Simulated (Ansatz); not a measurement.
**C2H4BN: up Jacob's ladder to CCSD(T)**

An exercise on one series of results from a longer session: the logs are not shown, and one member is left open.

The runs use Ansatz 0.2.0, Gaussian basis; functionals in def2-TZVPP, the program's frozen cores in correlated methods.

Levels to be run: LDA (SPW92), PBE-D4, revPBE-D4, BLYP-D4, r2SCAN-D4, B97M-V, PBE0-D4, B3LYP-D4, r2SCANh-D4, r2SCAN0-D4, HSE06-D4, BHLYP-D4, CAM-B3LYP-D4, LC-ωPBE, ωB97X-V, ωB97M-V, B2PLYP, PBE-QIDH; CCSD(T)/def2-SVP; CCSD(T)/def2-TZVPP; MP2/def2-QZVPP; extrapolation to the limit; RPA on PBE.

1 further run of the same task is left out (it didn't finish).

**The geometry**

All runs share one geometry, relaxed beforehand with PBE0-D4 in a triple-zeta def2 set.

SMILES `C#CBN`, 8 atoms, charge 0, spin multiplicity 1.

Atoms are counted from 1 here; the program's logs count them from 0.

Bond lengths: C1–C2 1.207 Å, C1–H5 1.065 Å, C2–B3 1.527 Å, B3–N4 1.388 Å, B3–H6 1.196 Å, N4–H7 1.005 Å, N4–H8 1.006 Å. Angles: C2–C1–H5 179.9°, C1–C2–B3 178.6°, C2–B3–N4 120.4°, C2–B3–H6 120.6°, N4–B3–H6 119.1°, B3–N4–H7 122.7°, B3–N4–H8 123.0°, H7–N4–H8 114.3°.

Set-up of the first run:

Input file in.yaml:

```yaml
crystal:
  periodic: [false, false, false]
  atoms:
    - {symbol: C, position_ang: [-0.386309, 1.935528, -0.918841]}
    - {symbol: C, position_ang: [-0.047563, 0.979563, -0.265355]}
    - {symbol: B, position_ang: [0.399795, -0.207695, 0.584884]}
    - {symbol: N, position_ang: [0.008715, -1.496634, 0.250830]}
    - {symbol: H, position_ang: [-0.684229, 2.781136, -1.494425]}
    - {symbol: H, position_ang: [1.090831, -0.041395, 1.546605]}
    - {symbol: H, position_ang: [0.282191, -2.302698, 0.784939]}
    - {symbol: H, position_ang: [-0.571332, -1.704806, -0.544436]}
basis:
  gaussian: {orbitals: def2-TZVPP}
hamiltonian: {xc: lda}
output: {orbitals: {seedname: orbitals}}
```

On the command line:

```bash
$ ansatz run in.yaml --threads 2 --pin off --events-out ev --progress --plain --max-ram 4352MiB
```

Steps of the session up to this table: LDA; PBE-D4 (GGA); revPBE-D4 (GGA); BLYP-D4 (GGA); r2SCAN-D4 (meta-GGA); B97M-V (meta-GGA); PBE0-D4 (hybrid); B3LYP-D4 (hybrid); r2SCANh-D4 (hybrid); r2SCAN0-D4 (hybrid); HSE06-D4 (hybrid); BHLYP-D4 (hybrid); CAM-B3LYP-D4 (range-separated); LC-ωPBE (range-separated); ωB97X-V (range-separated); ωB97M-V (range-separated); B2PLYP (double hybrid); PBE-QIDH (double hybrid).

One table of the session follows, with a row left open; its other results are not shown here.

It belongs to the step «Orbital energies across the functionals». 

```
  functional  HOMO (eV)  gap (eV)
 LDA (SPW92)      -6.80      4.89
      PBE-D4      -6.63      4.97
   revPBE-D4      -6.57      5.01
     BLYP-D4      -6.48      4.97
   r2SCAN-D4      -6.87      5.46
      B97M-V      -6.89      5.52
     PBE0-D4      -7.88      7.16
    B3LYP-D4      -7.63      6.71
  r2SCANh-D4      -7.34      6.26
  r2SCAN0-D4      -8.04      7.46
    HSE06-D4          ?         ?
    BHLYP-D4      -8.95      9.27
CAM-B3LYP-D4      -9.23      9.63
     LC-ωPBE     -10.66     12.20
     ωB97X-V     -10.24     11.71
     ωB97M-V     -10.13     11.45
```

Estimate the missing values for HSE06-D4.

**Answer.** HOMO (eV): -7.47; gap (eV): 6.37. In the column «HOMO (eV)» it lies between B3LYP-D4 (-7.63) and r2SCANh-D4 (-7.34).
